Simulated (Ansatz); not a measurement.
**C2H5InO: a ladder of functionals and wavefunction methods**

One table from this session's results is given with a row withheld; the runs are named, their logs left out.

Method: functionals in def2-TZVPP, the program's frozen cores in correlated methods; program: Ansatz 0.2.0, Gaussian basis.

Levels to be run: LDA (SPW92), PBE-D4, revPBE-D4, BLYP-D4, r2SCAN-D4, B97M-V, PBE0-D4, B3LYP-D4, r2SCANh-D4, r2SCAN0-D4, HSE06-D4, BHLYP-D4, CAM-B3LYP-D4, LC-ωPBE, ωB97X-V, ωB97M-V, B2PLYP, PBE-QIDH; CCSD(T)/def2-SVP; CCSD(T)/def2-TZVPP; CCSD(T)/def2-QZVPP; extrapolation to the limit; RPA on PBE.

## The geometry

The geometry comes from an earlier relaxation with PBE0-D4 in a triple-zeta def2 set; it is a stationary point, not always the lowest conformer. In takes the def2 core potential; no spin-orbit term is included.

SMILES `C=C[O][InH2]`, 9 atoms, charge 0, spin multiplicity 1.

Atoms are counted from 1 here; the program's logs count them from 0.

Bond lengths: C1–C2 1.334 Å, C1–H5 1.086 Å, C1–H6 1.081 Å, C2–O3 1.332 Å, C2–H7 1.092 Å, O3–In4 2.016 Å, In4–H8 1.702 Å, In4–H9 1.702 Å. Angles: C2–C1–H5 122.1°, C2–C1–H6 120.2°, H5–C1–H6 117.7°, C1–C2–O3 127.3°, C1–C2–H7 119.6°, O3–C2–H7 113.1°, C2–O3–In4 123.9°, O3–In4–H8 108.3°, O3–In4–H9 113.2°, H8–In4–H9 138.5°.

Geometry (Å):

```xyz
9
C2H5InO
C     0.03045    1.32452   -0.76138
C     0.98724    0.55364   -0.24271
O     0.90502   -0.74089    0.05984
In   -0.74279   -1.61588    0.82281
H    -0.95549    0.93770   -1.00192
H     0.22646    2.36707   -0.97105
H     1.97428    0.97813   -0.04650
H    -0.58024   -3.30084    0.65043
H    -1.84493   -0.50343    1.49046
```

The first run:

File in.yaml:

```yaml
crystal:
  periodic: [false, false, false]
  atoms:
    - {symbol: C, position_ang: [0.030453, 1.324515, -0.761385]}
    - {symbol: C, position_ang: [0.987242, 0.553641, -0.242709]}
    - {symbol: O, position_ang: [0.905024, -0.740894, 0.059842]}
    - {symbol: In, position_ang: [-0.742794, -1.615884, 0.822812]}
    - {symbol: H, position_ang: [-0.955491, 0.937701, -1.001918]}
    - {symbol: H, position_ang: [0.226457, 2.367068, -0.971049]}
    - {symbol: H, position_ang: [1.974282, 0.978128, -0.046496]}
    - {symbol: H, position_ang: [-0.580238, -3.300842, 0.650432]}
    - {symbol: H, position_ang: [-1.844935, -0.503433, 1.490461]}
basis:
  gaussian: {orbitals: def2-TZVPP}
hamiltonian: {xc: lda}
output: {orbitals: {seedname: orbitals}}
```

Started as:

```
$ ansatz run in.yaml --threads 2 --pin off --events-out ev --progress --plain --max-ram 22528MiB --backend cpu
```

Among the steps run: LDA; PBE-D4 (GGA); revPBE-D4 (GGA); BLYP-D4 (GGA); r2SCAN-D4 (meta-GGA); B97M-V (meta-GGA); B3LYP-D4 (hybrid); r2SCANh-D4 (hybrid); r2SCAN0-D4 (hybrid); HSE06-D4 (hybrid); BHLYP-D4 (hybrid); CAM-B3LYP-D4 (range-separated); LC-ωPBE (range-separated); ωB97X-V (range-separated); ωB97M-V (range-separated); B2PLYP (double hybrid); PBE-QIDH (double hybrid).

One table of the session follows, with a row left open; its other results are not shown here.

It belongs to the step «Frontier levels by functional». 

```
  functional  HOMO (eV)  LUMO (eV)  gap (eV)
 LDA (SPW92)      -5.42      -2.78      2.64
      PBE-D4      -5.19      -2.52      2.68
   revPBE-D4      -5.11      -2.40      2.70
     BLYP-D4      -5.06      -2.49      2.57
   r2SCAN-D4      -5.35      -2.25      3.11
      B97M-V      -5.40      -2.54      2.86
     PBE0-D4      -6.27      -1.81      4.46
    B3LYP-D4      -6.08      -2.09      3.98
  r2SCANh-D4      -5.77      -2.00      3.77
  r2SCAN0-D4      -6.40      -1.64      4.76
    HSE06-D4      -5.87      -2.16      3.71
    BHLYP-D4      -7.26      -1.19      6.07
CAM-B3LYP-D4      -7.60      -1.03      6.57
     LC-ωPBE      -8.92       0.10      9.02
     ωB97X-V      -8.56      -0.04      8.52
     ωB97M-V          ?          ?         ?
```

Q: Estimate the row for ωB97M-V from the others.

The run gave: HOMO (eV): -8.49; LUMO (eV): -0.34; gap (eV): 8.15. In the column «HOMO (eV)» it lies between ωB97X-V (-8.56) and CAM-B3LYP-D4 (-7.60).
